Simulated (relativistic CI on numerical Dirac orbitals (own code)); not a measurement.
**Sn⁺: one ion under different settings**

How much do the settings matter for Sn⁺? One ion, several inputs.

Method: Dirac-Coulomb-Breit CI, KLI orbitals optimised for each configuration, model QED (radiative potential, 1s self-energy scaled to tabulated hydrogen-like ionisation energies), numerical settings as typed. Code: relativistic CI on numerical Dirac orbitals (own code) version 3.

## (1) The atom as given

```
ion            : Sn⁺ (Sn II)
nuclear charge : 50
electrons      : 49
isotope        : A = 120
```

## (2) The usual input

The run's settings:

```ini
atom Sn  Z=50  charge=1  electrons=49
nucleus A=120  rms_radius_fm=4.6519
hamiltonian dirac-coulomb  breit=on  qed=on  c_scale=1
orbitals kli  potential=per-configuration
slater_scale 1
correlation none
mixing on
grid step=0.0125 r_max=100.6
scf mixing=0.4 start=green max_iterations=150 tolerance=2e-08 node_fill=0.05
configurations
  [Kr] 4d10 5s2 5p
  [Kr] 4d10 5s 5p2
end
```

The run is started by

```sh
$ python run_levels.py task.json out
```

task.json lists these runs, among others, and the program works through them in turn.

The program writes no log. Results of the run, from its result record (rounded, main fields):

```text
{
  "status": "converged",
  "levels [i, E_cm, J2, conf, term, w_term, w_jj]": [
    [0, 0, 1, "5s2 5p", "2P*", 1, 1],
    [1, 4225.9279, 3, "5s2 5p", "2P*", 1, 1],
    [2, 34429.79, 1, "5s 5p2", "4P", 0.9935, 0.5139],
    [3, 36196.89, 3, "5s 5p2", "4P", 0.9987, 0.9082],
    [4, 38724.042, 5, "5s 5p2", "4P", 0.9927, 0.5841],
    [5, 61434.389, 3, "5s 5p2", "2D", 0.9934, 0.7195],
    [6, 62451.85, 5, "5s 5p2", "2D", 0.9927, 0.5841],
    [7, 74738.394, 1, "5s 5p2", "2S", 0.9339, 0.5557],
    [8, 84069.096, 1, "5s 5p2", "2P", 0.9402, 0.6216],
    [9, 86384.085, 3, "5s 5p2", "2P", 0.9941, 0.6277]
  ],
  "total_energy [Ha]": -6168.5155028,
  "n_levels_all": 10,
  "overlap": 5.02199e-12,
  "scf_iterations": [13, 12],
  "orbital_energies [Ha]": {"1s": -1064.89, "2s": -161.087, "2p1/2": -150.438, "2p3/2": -141.986, "3s": -31.5256, "3p1/2": -27.2112, "3p3/2": -25.6624, "3d3/2": -18.0589, "3d5/2": -17.7398, "4s": -5.33052, "4p1/2": -3.90062, "4p3/2": -3.62763, "4d3/2": -1.39204, "4d5/2": -1.35443, "5s": -0.772261, "5p1/2": -0.516367, "5p3/2": -0.496974},
  "configurations [conf, odd, states, E_av_Ha, breit_Ha, qed_Ha]": [
    ["5s2 5p", 1, 6, -6175.871226, 4.42, 2.949],
    ["5s 5p2", 0, 30, -6175.62071, 4.42, 2.948]
  ],
  "scf_steps of the first configuration [iteration, E_Ha, residual, outer_eigenvalue_Ha]": [
    [1, -6168.250319, 1.43, -0.6957],
    [2, -6175.171482, 0.485, -0.5273],
    [3, -6175.802119, 0.157, -0.4955],
    [4, -6175.871078, 0.0338, -0.5013],
    [5, -6175.871731, 0.0162, -0.4989],
    [6, -6175.870819, 0.00421, -0.4959],
    [7, -6175.871275, 0.000559, -0.497],
    [8, -6175.87124, 0.000195, -0.497],
    [9, -6175.871226, 1.39e-06, -0.497],
    [10, -6175.871226, 5.11e-07, -0.497],
    [11, -6175.871226, 4.16e-08, -0.497],
    [12, -6175.871226, 3.5e-08, -0.497],
    [13, -6175.871226, 7.16e-11, -0.497]
  ]
}
```

It took 0.19 s on 1 thread, shared host.

## (3) End of the grid 301.8, speed-of-light factor 0.8, grid step 0.006

The run's settings:

```ini
atom Sn  Z=50  charge=1  electrons=49
nucleus A=120  rms_radius_fm=4.6519
hamiltonian dirac-coulomb  breit=on  qed=on  c_scale=0.8
orbitals kli  potential=per-configuration
slater_scale 1
correlation none
mixing on
grid step=0.006 r_max=301.8
scf mixing=0.4 start=green max_iterations=150 tolerance=2e-08 node_fill=0.05
configurations
  [Kr] 4d10 5s2 5p
  [Kr] 4d10 5s 5p2
end
```

Results of the run:

```text
{
  "status": "converged",
  "levels [i, E_cm, J2, conf, term, w_term]": [
    [0, 0, 1, "5s2 5p", "2P*", 1],
    [1, 7014.7592, 3, "5s2 5p", "2P*", 1],
    [2, 38655.17, 1, "5s 5p2", "4P", 0.9836],
    [3, 41773.803, 3, "5s 5p2", "4P", 0.9968],
    [4, 45833.609, 5, "5s 5p2", "4P", 0.979],
    [5, 67251.763, 3, "5s 5p2", "2D", 0.9831],
    [6, 69294.987, 5, "5s 5p2", "2D", 0.979],
    [7, 80480.797, 1, "5s 5p2", "2S", 0.8157],
    "... 2 more rows left out ..."
  ],
  "total_energy [Ha]": -6261.2752814,
  "n_levels_all": 10,
  "overlap": 1.91799e-13,
  "scf_iterations": [13, 12],
  "orbital_energies [Ha]": {"1s": -1088.42, "2s": -166.914, "2p1/2": -155.72, "2p3/2": -141.841, "3s": -32.7214, "3p1/2": -28.2296, "3p3/2": -25.6758, "3d3/2": -18.0028, "3d5/2": -17.5053, "4s": -5.56029, "4p1/2": -4.07291, "4p3/2": -3.62164, "4d3/2": -1.37517, "4d5/2": -1.31697, "5s": -0.794234, "5p1/2": -0.525709, "5p3/2": -0.493518},
  "configurations [conf, odd, states, E_av_Ha, breit_Ha, qed_Ha]": [
    ["5s2 5p", 1, 6, -6271.956182, 7.064, 3.638],
    ["5s 5p2", 0, 30, -6271.685065, 7.064, 3.638]
  ],
  "scf_steps of the first configuration [iteration, E_Ha, residual, outer_eigenvalue_Ha]": [
    [1, -6262.639735, 1.56, -0.7068],
    [2, -6271.066099, 0.551, -0.526],
    [3, -6271.863726, 0.181, -0.4927],
    [4, -6271.955518, 0.039, -0.499],
    [5, -6271.956585, 0.0204, -0.4964],
    [6, -6271.955707, 0.00466, -0.4924],
    [7, -6271.956237, 0.00061, -0.4936],
    [8, -6271.956197, 0.000213, -0.4936],
    [9, -6271.956181, 3.18e-06, -0.4935],
    [10, -6271.956182, 5.45e-07, -0.4935],
    [11, -6271.956182, 5.21e-08, -0.4935],
    [12, -6271.956182, 3.25e-08, -0.4935],
    [13, -6271.956182, 8.37e-11, -0.4935]
  ]
}
```

Run time: 0.37 s. Hardware: 1 thread, shared host.

With a scaled speed of light this is not the real ion; the QED potentials keep the true α and change only through the orbitals.

## (4) Grid step 0.006, start potential thomas-fermi, node fill 0.2

The run's settings:

```ini
atom Sn  Z=50  charge=1  electrons=49
nucleus A=120  rms_radius_fm=4.6519
hamiltonian dirac-coulomb  breit=on  qed=on  c_scale=1
orbitals kli  potential=per-configuration
slater_scale 1
correlation none
mixing on
grid step=0.006 r_max=100.6
scf mixing=0.4 start=thomas-fermi max_iterations=150 tolerance=2e-08 node_fill=0.2
configurations
  [Kr] 4d10 5s2 5p
  [Kr] 4d10 5s 5p2
end
```

Results of the run:

```text
{
  "status": "converged",
  "levels [i, E_cm, J2, conf, term, w_term]": [
    [0, 0, 1, "5s2 5p", "2P*", 1],
    [1, 4345.2494, 3, "5s2 5p", "2P*", 1],
    [2, 34598.718, 1, "5s 5p2", "4P", 0.993],
    [3, 36424.614, 3, "5s 5p2", "4P", 0.9987],
    [4, 39010.599, 5, "5s 5p2", "4P", 0.9921],
    [5, 61476.721, 3, "5s 5p2", "2D", 0.9929],
    [6, 62503.524, 5, "5s 5p2", "2D", 0.9921],
    [7, 74644.893, 1, "5s 5p2", "2S", 0.9281],
    "... 2 more rows left out ..."
  ],
  "total_energy [Ha]": -6168.5104645,
  "n_levels_all": 10,
  "overlap": 1.19736e-13,
  "scf_iterations": [11, 10],
  "orbital_energies [Ha]": {"1s": -1063.91, "2s": -160.651, "2p1/2": -149.952, "2p3/2": -141.518, "3s": -31.3344, "3p1/2": -27.0115, "3p3/2": -25.4686, "3d3/2": -17.8567, "3d5/2": -17.54, "4s": -5.29139, "4p1/2": -3.86239, "4p3/2": -3.59196, "4d3/2": -1.36181, "4d5/2": -1.32483, "5s": -0.760473, "5p1/2": -0.507917, "5p3/2": -0.489151},
  "configurations [conf, odd, states, E_av_Ha, breit_Ha, qed_Ha]": [
    ["5s2 5p", 1, 6, -6175.856287, 4.411, 2.948],
    ["5s 5p2", 0, 30, -6175.605782, 4.411, 2.947]
  ],
  "scf_steps of the first configuration [iteration, E_Ha, residual, outer_eigenvalue_Ha]": [
    [1, -6173.244585, 0.856, -0.357],
    [2, -6175.802368, 0.1, -0.4576],
    [3, -6175.838487, 0.0538, -0.4724],
    [4, -6175.857389, 0.00482, -0.489],
    [5, -6175.85604, 0.000857, -0.4894],
    [6, -6175.856384, 0.000466, -0.4894],
    [7, -6175.856284, 1.81e-05, -0.4892],
    [8, -6175.856275, 4.7e-05, -0.4891],
    [9, -6175.856287, 3.04e-07, -0.4891],
    [10, -6175.856287, 3.24e-08, -0.4891],
    [11, -6175.856287, 2.24e-09, -0.4891]
  ]
}
```

Wall time 0.33 s (1 thread, shared host).

## (5) Speed-of-light factor 1.25

The run's settings:

```ini
atom Sn  Z=50  charge=1  electrons=49
nucleus A=120  rms_radius_fm=4.6519
hamiltonian dirac-coulomb  breit=on  qed=on  c_scale=1.25
orbitals kli  potential=per-configuration
slater_scale 1
correlation none
mixing on
grid step=0.0125 r_max=100.6
scf mixing=0.4 start=green max_iterations=150 tolerance=2e-08 node_fill=0.05
configurations
  [Kr] 4d10 5s2 5p
  [Kr] 4d10 5s 5p2
end
```

Results of the run:

```text
{
  "status": "converged",
  "levels [i, E_cm, J2, conf, term, w_term]": [
    [0, 0, 1, "5s2 5p", "2P*", 1],
    [1, 2609.1395, 3, "5s2 5p", "2P*", 1],
    [2, 31940.233, 1, "5s 5p2", "4P", 0.9974],
    [3, 32988.358, 3, "5s 5p2", "4P", 0.9995],
    [4, 34574.603, 5, "5s 5p2", "4P", 0.9973],
    [5, 58033.837, 3, "5s 5p2", "2D", 0.9974],
    [6, 58585.71, 5, "5s 5p2", "2D", 0.9973],
    [7, 71245.118, 1, "5s 5p2", "2S", 0.9764],
    "... 2 more rows left out ..."
  ],
  "total_energy [Ha]": -6112.968342,
  "n_levels_all": 10,
  "overlap": 5.60937e-12,
  "scf_iterations": [13, 12],
  "orbital_energies [Ha]": {"1s": -1050.83, "2s": -157.636, "2p1/2": -147.304, "2p3/2": -142.057, "3s": -30.8177, "3p1/2": -26.6078, "3p3/2": -25.6487, "3d3/2": -18.0898, "3d5/2": -17.8854, "4s": -5.19533, "4p1/2": -3.79947, "4p3/2": -3.63067, "4d3/2": -1.40239, "4d5/2": -1.37819, "5s": -0.759613, "5p1/2": -0.510988, "5p3/2": -0.499017},
  "configurations [conf, odd, states, E_av_Ha, breit_Ha, qed_Ha]": [
    ["5s2 5p", 1, 6, -6118.315141, 2.79, 2.564],
    ["5s 5p2", 0, 30, -6118.076421, 2.79, 2.564]
  ],
  "scf_steps of the first configuration [iteration, E_Ha, residual, outer_eigenvalue_Ha]": [
    [1, -6111.63965, 1.34, -0.6887],
    [2, -6117.718717, 0.445, -0.5281],
    [3, -6118.25833, 0.143, -0.4971],
    [4, -6118.315213, 0.0307, -0.5027],
    [5, -6118.315644, 0.0138, -0.5004],
    [6, -6118.314775, 0.00392, -0.498],
    [7, -6118.315185, 0.000522, -0.4991],
    [8, -6118.315154, 0.000183, -0.4991],
    [9, -6118.315142, 7.11e-07, -0.499],
    [10, -6118.315141, 5.41e-07, -0.499],
    [11, -6118.315141, 3.44e-08, -0.499],
    [12, -6118.315141, 3.57e-08, -0.499],
    [13, -6118.315141, 6.21e-11, -0.499]
  ]
}
```

Wall time 0.18 s (1 thread, shared host).

A changed speed of light describes a fictitious ion. The QED potentials keep the true α.

## (6) Start potential thomas-fermi, node fill 0, QED terms off

The run's settings:

```ini
atom Sn  Z=50  charge=1  electrons=49
nucleus A=120  rms_radius_fm=4.6519
hamiltonian dirac-coulomb  breit=on  qed=off  c_scale=1
orbitals kli  potential=per-configuration
slater_scale 1
correlation none
mixing on
grid step=0.0125 r_max=100.6
scf mixing=0.4 start=thomas-fermi max_iterations=150 tolerance=2e-08 node_fill=0
configurations
  [Kr] 4d10 5s2 5p
  [Kr] 4d10 5s 5p2
end
```

Results of the run:

```text
{
  "status": "converged",
  "levels [i, E_cm, J2, conf, term, w_term]": [
    [0, 0, 1, "5s2 5p", "2P*", 1],
    [1, 4170.129, 3, "5s2 5p", "2P*", 1],
    [2, 34507.09, 1, "5s 5p2", "4P", 0.9938],
    [3, 36247.046, 3, "5s 5p2", "4P", 0.9988],
    [4, 38746.213, 5, "5s 5p2", "4P", 0.993],
    [5, 61550.899, 3, "5s 5p2", "2D", 0.9937],
    [6, 62564.039, 5, "5s 5p2", "2D", 0.993],
    [7, 74906.837, 1, "5s 5p2", "2S", 0.9364],
    "... 2 more rows left out ..."
  ],
  "total_energy [Ha]": -6171.4606633,
  "n_levels_all": 10,
  "overlap": 4.69185e-12,
  "scf_iterations": [11, 11],
  "orbital_energies [Ha]": {"1s": -1065.28, "2s": -161.262, "2p1/2": -150.632, "2p3/2": -142.173, "3s": -31.6038, "3p1/2": -27.2925, "3p3/2": -25.7415, "3d3/2": -18.1414, "3d5/2": -17.8215, "4s": -5.34515, "4p1/2": -3.91493, "4p3/2": -3.64088, "4d3/2": -1.40336, "4d5/2": -1.3655, "5s": -0.776656, "5p1/2": -0.519492, "5p3/2": -0.499852},
  "configurations [conf, odd, states, E_av_Ha, breit_Ha, qed_Ha]": [
    ["5s2 5p", 1, 6, -6175.871007, 4.423, 0],
    ["5s 5p2", 0, 30, -6175.620469, 4.423, 0]
  ],
  "scf_steps of the first configuration [iteration, E_Ha, residual, outer_eigenvalue_Ha]": [
    [1, -6173.244425, 0.936, -0.357],
    [2, -6175.83184, 0.123, -0.464],
    [3, -6175.860617, 0.0634, -0.4807],
    [4, -6175.86997, 0.0066, -0.4982],
    [5, -6175.870848, 0.00115, -0.4998],
    [6, -6175.871004, 0.000608, -0.5001],
    [7, -6175.871005, 1.41e-05, -0.4999],
    [8, -6175.871007, 3.47e-05, -0.4998],
    [9, -6175.871007, 2.05e-07, -0.4999],
    [10, -6175.871007, 5.94e-08, -0.4999],
    [11, -6175.871007, 2.7e-09, -0.4999]
  ]
}
```

Run time: 0.14 s. Hardware: 1 thread, shared host.

## (7) Nuclear radius 46.519

The run's settings:

```ini
atom Sn  Z=50  charge=1  electrons=49
nucleus A=120  rms_radius_fm=46.5190
hamiltonian dirac-coulomb  breit=on  qed=on  c_scale=1
orbitals kli  potential=per-configuration
slater_scale 1
correlation none
mixing on
grid step=0.0125 r_max=100.6
scf mixing=0.4 start=green max_iterations=50 tolerance=2e-08 node_fill=0.05
configurations
  [Kr] 4d10 5s2 5p
  [Kr] 4d10 5s 5p2
end
```

Results of the run:

```text
{
  "status": "converged",
  "levels [i, E_cm, J2, conf, term, w_term]": [
    [0, 0, 1, "5s2 5p", "2P*", 1],
    [1, 4220.698, 3, "5s2 5p", "2P*", 1],
    [2, 33958.076, 1, "5s 5p2", "4P", 0.9936],
    [3, 35721.137, 3, "5s 5p2", "4P", 0.9988],
    [4, 38243.004, 5, "5s 5p2", "4P", 0.9928],
    [5, 60985.851, 3, "5s 5p2", "2D", 0.9935],
    [6, 61995.5, 5, "5s 5p2", "2D", 0.9928],
    [7, 74291.725, 1, "5s 5p2", "2S", 0.9346],
    "... 2 more rows left out ..."
  ],
  "total_energy [Ha]": -6157.9328203,
  "n_levels_all": 10,
  "overlap": 5.06056e-12,
  "scf_iterations": [13, 12],
  "orbital_energies [Ha]": {"1s": -1060.37, "2s": -160.571, "2p1/2": -150.458, "2p3/2": -142.018, "3s": -31.4277, "3p1/2": -27.2172, "3p3/2": -25.6708, "3d3/2": -18.0662, "3d5/2": -17.747, "4s": -5.31195, "4p1/2": -3.90252, "4p3/2": -3.62992, "4d3/2": -1.39371, "4d5/2": -1.35608, "5s": -0.770621, "5p1/2": -0.516851, "5p3/2": -0.497473},
  "configurations [conf, odd, states, E_av_Ha, breit_Ha, qed_Ha]": [
    ["5s2 5p", 1, 6, -6165.114326, 4.392, 2.802],
    ["5s 5p2", 0, 30, -6164.865907, 4.392, 2.801]
  ],
  "scf_steps of the first configuration [iteration, E_Ha, residual, outer_eigenvalue_Ha]": [
    [1, -6157.530746, 1.42, -0.6957],
    [2, -6164.419009, 0.483, -0.5276],
    [3, -6165.045844, 0.156, -0.4959],
    [4, -6165.11418, 0.0336, -0.5018],
    [5, -6165.114827, 0.0161, -0.4994],
    [6, -6165.113921, 0.0042, -0.4964],
    [7, -6165.114374, 0.000558, -0.4975],
    [8, -6165.114339, 0.000195, -0.4975],
    [9, -6165.114326, 1.37e-06, -0.4975],
    [10, -6165.114326, 5.09e-07, -0.4975],
    [11, -6165.114326, 4.09e-08, -0.4975],
    [12, -6165.114326, 3.48e-08, -0.4975],
    [13, -6165.114326, 7.16e-11, -0.4975]
  ]
}
```

Wall time 0.18 s (1 thread, shared host).

This setting is unsound; the numbers are not properties of the ion.

## (8) The runs side by side

| setting | total energy less usual (Ha) | largest shift of a level among the lowest eight of both runs, same label and place (cm⁻¹) | SCF iterations | time | lowest level | kind of change |
| --- | --- | --- | --- | --- | --- | --- |
| usual | 0 | 0 | 25 | 0.19 s | 5p 2P°1/2 | - |
| end of the grid 301.8, speed-of-light factor 0.8, grid step 0.006 | -92.8 | 7110 | 25 | 0.37 s | 5p 2P°1/2 | unphysical constant |
| grid step 0.006, start potential thomas-fermi, node fill 0.2 | 0.00504 | 287 | 21 | 0.33 s | 5p 2P°1/2 | numerical |
| speed-of-light factor 1.25 | 55.5 | 4150 | 25 | 0.18 s | 5p 2P°1/2 | unphysical constant |
| start potential thomas-fermi, node fill 0, QED terms off | -2.95 | 168 | 22 | 0.14 s | 5p 2P°1/2 | model term |
| nuclear radius 46.519 | 10.6 | 481 | 25 | 0.18 s | 5p 2P°1/2 | unsound |

## (9) Summary of results

| quantity | value |
| --- | --- |
| lowest level, usual settings | 5p 2P°1/2 |
| total energy | -6168.5155 Ha |
| first excitation | 4225.9 cm⁻¹ |

What this shows: Among the runs whose levels can be followed, they move most under «end of the grid 301.8, speed-of-light factor 0.8, grid step 0.006» (unphysical constant), by up to 7110 cm⁻¹. Only the listed configurations are in the model. In a near-neutral ion this small CI can misplace whole configurations by 10,000 cm⁻¹ or more.
